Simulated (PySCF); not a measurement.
# C₄H₃BF₂S: electronic excitations at several levels of theory

Aim: compute the electronic excitations of C₄H₃BF₂S (`FB(F)c1ccsc1`) at several levels, and see how far they spread and what each costs.

Computed with PySCF 2.14.0, with density-fitted response routines of our own, on a single molecule in the gas phase. Atoms are numbered from 0 throughout.

### Step 1. The molecule as given

11 atoms, charge 0, multiplicity 1; geometry from: GFN2-xTB. The atoms were then displaced at random by about 0.01 Å, so the start is not that level's minimum.

Bonds of the start (Å): F0–B1 1.32, B1–F2 1.31, B1–C3 1.50, C3–C4 1.46, C4–C5 1.36, C5–S6 1.71, S6–C7 1.71, C7–C3 1.39, C4–H8 1.07, C5–H9 1.07, C7–H10 1.05.

### Step 2. Relaxing the molecule at PBE0-D3(BJ)/def2-SVP

The job: settings as JSON, then the geometry in Å.

```
{"job": {"xc": "PBE0", "basis": "def2-SVP", "d3": "d3bj", "grid": 1, "shake": 0.01, "kind": "geom"}, "charge": 0, "multiplicity": 1}
F      2.750020     0.971540     0.076850
B      1.895960    -0.037960     0.105820
F      2.481890    -1.205560     0.225940
C      0.405250     0.121130     0.006030
C     -0.566450    -0.967060     0.031310
C     -1.852920    -0.549050    -0.065350
S     -1.964760     1.156220    -0.204900
C     -0.263330     1.327010    -0.127760
H     -0.264170    -1.981850     0.159260
H     -2.742380    -1.152180    -0.056730
H      0.159000     2.291920    -0.166130
```

Run with:

```sh
$ OMP_NUM_THREADS=1 python probes_run.py task.json out
```

One launch serves the whole session: the jobs run in the order shown.

The program printed:

```text
step   0  E = -776.14143410  max force = 0.041994
step   1  E = -776.14521034  max force = 0.008184
step   2  E = -776.14528781  max force = 0.003760
step   3  E = -776.14539567  max force = 0.001133
step   4  E = -776.14539995  max force = 0.000490
step   5  E = -776.14540120  max force = 0.001212
step   6  E = -776.14540535  max force = 0.000714
step   7  E = -776.14540943  max force = 0.000322
optimisation converged
```

Wall time 95 s (1 thread of Arm Neoverse N1, shared host); peak memory 0.54 GiB.

Relaxation path:

| step | energy from step 0 (eV) | largest force component (eV/Å) |
| --- | --- | --- |
| 0 | 0.0000 | 2.1594 |
| 1 | -0.1028 | 0.4208 |
| 2 | -0.1049 | 0.1933 |
| 3 | -0.1078 | 0.0583 |
| 4 | -0.1079 | 0.0252 |
| 5 | -0.1080 | 0.0623 |
| 6 | -0.1081 | 0.0367 |
| 7 | -0.1082 | 0.0166 |

Close pairs (by a distance rule), those that changed most:

| bond | before (Å) | after (Å) | change (Å) |
| --- | --- | --- | --- |
| B1–C3 | 1.502 | 1.540 | +0.038 |
| C7–H10 | 1.054 | 1.090 | +0.036 |
| C3–C4 | 1.459 | 1.433 | -0.026 |
| C4–H8 | 1.067 | 1.091 | +0.024 |
| C5–H9 | 1.075 | 1.089 | +0.015 |
| C4–C5 | 1.356 | 1.367 | +0.011 |
| B1–F2 | 1.312 | 1.322 | +0.011 |
| C5–S6 | 1.715 | 1.722 | +0.007 |

The next job starts from the end point, and lists it.

| at the end point | value |
| --- | --- |
| point group (found at 0.08 Å tolerance) | Cs |
| rotational constants (GHz, main isotopes) | 4.236, 1.044, 0.838 |
| dipole moment (D) | 1.94 |

### Step 3. Ultraviolet spectrum: PBE0/def2-TZVP

The job: settings as JSON, then the geometry in Å.

```
{"job": {"kind": "uv", "xc": "PBE0", "basis": "def2-TZVP"}, "charge": 0, "multiplicity": 1}
F      2.829504     1.033258     0.076351
B      2.050750    -0.036801     0.117420
F      2.649930    -1.206335     0.265509
C      0.519849     0.081310    -0.001895
C     -0.416843    -1.003065     0.026880
C     -1.713992    -0.591791    -0.101132
S     -1.819226     1.119276    -0.258581
C     -0.125367     1.293247    -0.153776
H     -0.128475    -2.049107     0.139577
H     -2.618933    -1.198197    -0.111652
H      0.331674     2.281129    -0.206374
```

With the program's defaults for keys left out, this is: TDDFT PBE0/def2-TZVP, vertical, gas phase, core orbitals frozen in the response.

The program printed:

```text
coarse grid: 11088 points
cycle   1  E = -776.6350958375  dE =  1.317e+00  |g| = 6.766e-01  |ddm| = 3.033e+00
cycle   2  E = -776.5615043426  dE =  7.359e-02  |g| = 9.619e-01  |ddm| = 9.884e-01
cycle   3  E = -776.7133430678  dE = -1.518e-01  |g| = 6.173e-02  |ddm| = 6.427e-01
cycle   4  E = -776.7136516987  dE = -3.086e-04  |g| = 5.555e-02  |ddm| = 1.023e-01
cycle   5  E = -776.7144741544  dE = -8.225e-04  |g| = 1.041e-02  |ddm| = 4.746e-02
cycle   6  E = -776.7144971584  dE = -2.300e-05  |g| = 2.958e-03  |ddm| = 8.916e-03
cycle   7  E = -776.7144989696  dE = -1.811e-06  |g| = 6.271e-04  |ddm| = 2.430e-03
final grid: 107112 points
cycle   8  E = -776.7095893596  dE = -1.153e-04  |g| = 1.022e-02  |ddm| = 8.105e-02
cycle   9  E = -776.7095592222  dE =  3.014e-05  |g| = 1.438e-02  |ddm| = 1.768e-02
cycle  10  E = -776.7096100326  dE = -5.081e-05  |g| = 1.786e-03  |ddm| = 1.240e-02
cycle  11  E = -776.7096108309  dE = -7.983e-07  |g| = 7.602e-04  |ddm| = 1.930e-03
cycle  12  E = -776.7096109580  dE = -1.271e-07  |g| = 9.533e-05  |ddm| = 4.776e-04
cycle  13  E = -776.7096109596  dE = -1.570e-09  |g| = 5.419e-05  |ddm| = 1.013e-04
cycle  14  E = -776.7096109602  dE = -6.266e-10  |g| = 1.117e-05  |ddm| = 4.166e-05
converged SCF energy = -776.7096109602

Static polarisability (au): isotropic 72.706, principal 44.310 77.083 96.726

Singlet excitations
state   eV       nm        f      main configurations
  1   5.1976    238.5   0.02572   H->L 0.84, H-1->L 0.09
  2   5.6422    219.7   0.12107   H-1->L 0.73, H->L+1 0.13, H->L 0.11
  3   6.3527    195.2   0.00086   H->L+2 0.96
  4   6.6287    187.0   0.34099   H->L+1 0.48, H-1->L+1 0.36, H-1->L 0.09
  5   6.6333    186.9   0.00481   H-1->L+2 0.94
  6   6.8661    180.6   0.16203   H-1->L+1 0.57, H->L+1 0.31
  7   6.9989    177.1   0.00025   H-2->L 0.98
  8   7.3449    168.8   0.00275   H->L+3 0.95
  9   7.7992    159.0   0.00913   H-1->L+3 0.95
 10   7.9293    156.4   0.00518   H-3->L 0.84, H-2->L+1 0.10

Triplet excitations (Tamm-Dancoff, eV): 3.6167 4.3464 4.8396 5.7082
```

Wall time 96 s (1 thread of Arm Neoverse N1, shared host); peak memory 0.99 GiB.

The orbitals next to the gap, with their largest atomic shares:

| orbital | eV | atoms |
| --- | --- | --- |
| HOMO−3 | -10.77 | S6 22 %, C4 17 %, C5 16 % |
| HOMO−2 | -9.85 | S6 43 %, C3 18 %, C7 9 % |
| HOMO−1 | -7.76 | S6 45 %, C3 22 %, C4 15 % |
| HOMO | -7.34 | C5 32 %, C7 28 %, C4 20 % |
| LUMO | -1.32 | C7 29 %, S6 21 %, B1 20 % |
| LUMO+1 | -0.07 | C4 31 %, C5 29 %, B1 16 % |
| LUMO+2 | 0.56 | S6 63 %, C5 12 %, C7 12 % |

With each of the 10 states as a Gaussian band of 0.4 eV half-width at 1/e, the curve within the window shown has maxima at 221 nm (ε 5,300), 185 nm (ε 19,000) L/(mol cm). Beyond the last state computed it falls off for lack of states. The curve at chosen wavelengths:

(nm, ε (L/mol/cm)): (151, 237), (156, 533), (161, 639), (165, 910), (170, 2941), (175, 8313), (180, 15373), (184, 18831), (189, 17591), (194, 12033), (199, 6595), (203, 4159), (208, 3515), (213, 4291), (218, 5099), (222, 5239), (227, 4731), (232, 3793), (237, 2804), (241, 2118), (246, 1439), (251, 939), (256, 585), (260, 385), (265, 217), (270, 115)

Further results of this job:

| property | computed |
| --- | --- |
| dipole moment (D) | 2.06 |
| polarisability (Å³) | 10.77 |
| HOMO–LUMO gap (eV) | 6.02 |
| −ε(HOMO) (eV) | 7.34 |

### Step 4. TDDFT and polarisability: PBE0/aug-cc-pVDZ

The job, as its differences from that of step 3:

```diff
@@ -1,2 +1,2 @@
-{"job": {"kind": "uv", "xc": "PBE0", "basis": "def2-TZVP"}, "charge": 0, "multiplicity": 1}
+{"job": {"kind": "uv", "xc": "PBE0", "basis": "aug-cc-pVDZ"}, "charge": 0, "multiplicity": 1}
 F      2.829504     1.033258     0.076351
```

Method: TDDFT PBE0/aug-cc-pVDZ, vertical, gas phase, core orbitals frozen in the response.

The program printed:

```text
coarse grid: 11088 points
cycle   1  E = -776.5064665743  dE =  1.359e+00  |g| = 6.025e-01  |ddm| = 1.449e+01
cycle   2  E = -776.4448457751  dE =  6.162e-02  |g| = 8.465e-01  |ddm| = 3.188e+00
cycle   3  E = -776.5754001011  dE = -1.306e-01  |g| = 5.979e-02  |ddm| = 1.705e+00
cycle   4  E = -776.5759652601  dE = -5.652e-04  |g| = 4.340e-02  |ddm| = 2.379e-01
cycle   5  E = -776.5764798008  dE = -5.145e-04  |g| = 9.686e-03  |ddm| = 1.080e-01
cycle   6  E = -776.5765009161  dE = -2.112e-05  |g| = 2.489e-03  |ddm| = 2.927e-02
cycle   7  E = -776.5765023625  dE = -1.446e-06  |g| = 5.153e-04  |ddm| = 6.654e-03
final grid: 107112 points
cycle   8  E = -776.5863932616  dE = -3.909e-05  |g| = 8.731e-03  |ddm| = 3.762e-01
cycle   9  E = -776.5863623413  dE =  3.092e-05  |g| = 1.340e-02  |ddm| = 6.481e-02
cycle  10  E = -776.5864140966  dE = -5.176e-05  |g| = 1.324e-03  |ddm| = 3.561e-02
cycle  11  E = -776.5864145397  dE = -4.431e-07  |g| = 4.035e-04  |ddm| = 3.739e-03
cycle  12  E = -776.5864145807  dE = -4.100e-08  |g| = 5.947e-05  |ddm| = 1.115e-03
cycle  13  E = -776.5864145812  dE = -5.482e-10  |g| = 3.944e-05  |ddm| = 2.419e-04
cycle  14  E = -776.5864145816  dE = -3.527e-10  |g| = 7.648e-06  |ddm| = 1.012e-04
converged SCF energy = -776.5864145816

Static polarisability (au): isotropic 76.936, principal 49.958 80.308 100.541

Singlet excitations
state   eV       nm        f      main configurations
  1   5.1836    239.2   0.02399   H->L 0.84, H-1->L 0.09
  2   5.6346    220.0   0.13008   H-1->L 0.73, H->L+1 0.13, H->L 0.12
  3   6.2509    198.3   0.00800   H->L+3 0.84, H->L+5 0.09
  4   6.2823    197.4   0.00002   H->L+2 0.95
  5   6.5832    188.3   0.38447   H->L+1 0.55, H-1->L+1 0.28, H-1->L 0.10
  6   6.5911    188.1   0.00186   H-1->L+3 0.78, H-1->L+5 0.14
  7   6.7646    183.3   0.00004   H-1->L+2 0.93
  8   6.8206    181.8   0.13612   H-1->L+1 0.65, H->L+1 0.23
  9   6.9883    177.4   0.01749   H->L+5 0.53, H->L+4 0.31
 10   7.0281    176.4   0.00071   H->L+4 0.57, H->L+5 0.20, H-2->L 0.13

Triplet excitations (Tamm-Dancoff, eV): 3.6107 4.3814 4.8290 5.7213
```

It took 70 s on 1 thread of Arm Neoverse N1, shared host; peak memory 0.89 GiB.

This run: HOMO -7.36 eV, LUMO -1.36 eV; lowest singlet 5.18 eV.

### Step 5. Excited states and response: PBE0/6-31+G*

The job, as its differences from that of step 4:

```diff
@@ -1,2 +1,2 @@
-{"job": {"kind": "uv", "xc": "PBE0", "basis": "aug-cc-pVDZ"}, "charge": 0, "multiplicity": 1}
+{"job": {"kind": "uv", "xc": "PBE0", "basis": "6-31+G*"}, "charge": 0, "multiplicity": 1}
 F      2.829504     1.033258     0.076351
```

Level: TDDFT PBE0/6-31+G*, vertical, gas phase, core orbitals frozen in the response.

The program printed:

```text
coarse grid: 11088 points
cycle   1  E = -776.5152411588  dE =  1.343e+00  |g| = 5.956e-01  |ddm| = 4.785e+00
cycle   2  E = -776.4586851316  dE =  5.656e-02  |g| = 8.264e-01  |ddm| = 1.943e+00
cycle   3  E = -776.5830353495  dE = -1.244e-01  |g| = 5.852e-02  |ddm| = 1.090e+00
cycle   4  E = -776.5835986518  dE = -5.633e-04  |g| = 4.145e-02  |ddm| = 1.878e-01
cycle   5  E = -776.5840634255  dE = -4.648e-04  |g| = 9.381e-03  |ddm| = 6.939e-02
cycle   6  E = -776.5840833571  dE = -1.993e-05  |g| = 2.479e-03  |ddm| = 1.432e-02
cycle   7  E = -776.5840847707  dE = -1.414e-06  |g| = 5.934e-04  |ddm| = 5.968e-03
final grid: 107112 points
cycle   8  E = -776.5337515322  dE = -2.626e-05  |g| = 8.889e-03  |ddm| = 1.072e-01
cycle   9  E = -776.5337209869  dE =  3.055e-05  |g| = 1.345e-02  |ddm| = 3.474e-02
cycle  10  E = -776.5337738671  dE = -5.288e-05  |g| = 1.274e-03  |ddm| = 2.430e-02
cycle  11  E = -776.5337742795  dE = -4.124e-07  |g| = 3.455e-04  |ddm| = 2.380e-03
cycle  12  E = -776.5337743098  dE = -3.021e-08  |g| = 4.622e-05  |ddm| = 8.016e-04
cycle  13  E = -776.5337743100  dE = -2.701e-10  |g| = 3.313e-05  |ddm| = 1.692e-04
cycle  14  E = -776.5337743103  dE = -2.472e-10  |g| = 5.795e-06  |ddm| = 4.912e-05
converged SCF energy = -776.5337743103

Static polarisability (au): isotropic 72.043, principal 44.981 76.036 95.112

Singlet excitations
state   eV       nm        f      main configurations
  1   5.2601    235.7   0.03174   H->L 0.83, H-1->L 0.09
  2   5.7150    216.9   0.14200   H-1->L 0.74, H->L 0.12, H->L+1 0.11
  3   6.1896    200.3   0.00498   H->L+3 0.72, H->L+2 0.22
  4   6.3935    193.9   0.00007   H->L+2 0.74, H->L+3 0.22
  5   6.5443    189.5   0.00033   H-1->L+3 0.70, H-1->L+2 0.21
  6   6.6635    186.1   0.39265   H->L+1 0.61, H-1->L+1 0.23, H-1->L 0.09
  7   6.8965    179.8   0.00089   H-1->L+2 0.73, H-1->L+3 0.22
  8   6.9298    178.9   0.12597   H-1->L+1 0.70, H->L+1 0.19
  9   7.1103    174.4   0.00004   H-2->L 0.95
 10   7.2031    172.1   0.01320   H->L+4 0.51, H->L+5 0.35

Triplet excitations (Tamm-Dancoff, eV): 3.6091 4.4392 4.8910 5.8441
```

Run time: 41 s. Hardware: 1 thread of Arm Neoverse N1, shared host; peak memory 0.75 GiB.

This run: HOMO -7.35 eV, LUMO -1.32 eV; lowest singlet 5.26 eV.

### Step 6. Side by side: electronic excitations

Excitations and ground-state properties, with basis size and wall time:

| run | lowest singlet (eV) | brightest (eV) | f | gap (eV) | α (Å³) | μ (D) | functions | time |
| --- | --- | --- | --- | --- | --- | --- | --- | --- |
| PBE0/def2-TZVP | 5.20 | 6.63 | 0.341 | 6.02 | 10.77 | 2.06 | 272 | 96 s |
| PBE0/aug-cc-pVDZ | 5.18 | 6.58 | 0.384 | 6.00 | 11.40 | 2.02 | 215 | 70 s |
| PBE0/6-31+G* | 5.26 | 6.66 | 0.393 | 6.02 | 10.68 | 2.11 | 154 | 41 s |

### Step 7. Summary of results

| quantity | value |
| --- | --- |
| point group | Cs |
| rotational constants (main isotopes) | 4.24, 1.04, 0.84 GHz |
| lowest singlet (PBE0/def2-TZVP) | 5.20 eV (239 nm), f = 0.026 |
| brightest single state of those computed | state 4, 6.63 eV, f = 0.341 |
| lowest triplet | 3.62 eV |
| range of the lowest singlet | 5.18 to 5.26 eV |

**Reading.** Single values in the summary come from the first run of each kind that ended normally (PBE0/def2-TZVP), which need not be the best level. Relaxing lowered the energy by 0.108 eV in 7 steps; the close pair that moved most is B1–C3, from 1.502 to 1.540 Å. The lowest singlet, at 5.20 eV, is HOMO→LUMO 0.84, HOMO−1→LUMO 0.09 and is weak; of the 10 states computed, the strongest absorption comes from state 4 at 6.63 eV. The lowest triplet lies 1.58 eV below the lowest singlet (triplets in Tamm-Dancoff, singlets in full TDDFT). The basis of PBE0/def2-TZVP has no diffuse functions, so Rydberg states are missing and the high states are unreliable. The lowest singlet runs from 5.18 eV (PBE0/aug-cc-pVDZ) to 5.26 eV (PBE0/6-31+G*), while the orbital gap spans 6.00 to 6.02 eV. The lowest state need not be the same one in every run.
